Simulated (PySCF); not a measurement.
# B2FH5Si: the cost of one run

Programs: PySCF 2.14.0, with routines of our own; each step states its level. All values are computed. Atoms count from 0.

## 1. The system as given

9 atoms, charge 0, multiplicity 1; geometry from: GFN2-xTB.

## 2. Excited states: TDA B3LYP/aug-cc-pVDZ

Job settings and geometry (Å):

```
{"job": {"kind": "states", "xc": "B3LYP", "basis": "aug-cc-pVDZ", "tda": true, "soc": true, "nstates": 8, "ntriplets": 6, "nquad": 4}, "charge": 0, "multiplicity": 1}
B     -1.511710    -0.337349    -0.513839
Si    -0.034650     0.776621     0.111591
B      1.462939    -0.485113     0.421437
F      2.201471    -0.878188    -0.596603
H     -1.695345    -0.534786    -1.652746
H     -2.202243    -0.907536     0.240584
H     -0.323995     1.535608     1.346336
H      0.377536     1.842409    -0.825306
H      1.739559    -1.005671     1.443365
```

Method: TDA B3LYP/aug-cc-pVDZ excited states, vertical, gas phase, spin-orbit mean-field couplings.

The run is started by

```console
OMP_NUM_THREADS=1 python excited_run.py task.json out
```

This one command runs all jobs of the session in turn.

**Question.** How long does this job take on 1 thread of Arm Neoverse V2, shared host, and how much memory does it need?

About 8.1 s, with a peak of 0.52 GiB.
